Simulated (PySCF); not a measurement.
# C3H8AlFS: the cost of one run

Computed with PySCF 2.14.0 and routines of our own; the level stands in each step. Atoms count from 0.

### 1 The starting structure

14 atoms, charge 0, multiplicity 1; geometry from: GFN2-xTB.

### 2 Circular dichroism and optical rotation: TDDFT CAM-B3LYP/def2-SVPD

Job settings and geometry (Å):

```
{"job": {"kind": "ecd", "xc": "CAM-B3LYP", "basis": "def2-SVPD", "nstates": 12}, "charge": 0, "multiplicity": 1}
F      0.126684     1.540509     1.058068
C     -0.748961     1.141320     0.089346
C     -1.388469    -0.213187     0.378542
C     -0.634841    -0.994539    -0.699901
S      0.146860     0.516085    -1.369648
Al     2.095490     0.045909     0.161655
H     -1.408996     1.987608    -0.117938
H     -2.466689    -0.200605     0.228100
H     -1.167830    -0.548290     1.391851
H     -1.254219    -1.486961    -1.444793
H      0.121887    -1.685232    -0.314278
H      2.611904     1.517530     0.119256
H      1.449345    -0.616222     1.431164
H      2.517157    -1.004397    -0.933590
```

With the program's defaults for keys left out, this is: TDDFT CAM-B3LYP/def2-SVPD circular dichroism and optical rotation, one conformer, gas phase.

Command:

```
OMP_NUM_THREADS=1 python excited_run.py task.json out
```

One launch serves the whole session: the jobs run in the order shown.

**Question.** How long does this job take on 1 thread of AMD EPYC 9R45, shared host, and how much memory does it need?

About 32 s, with a peak of 0.9 GiB.
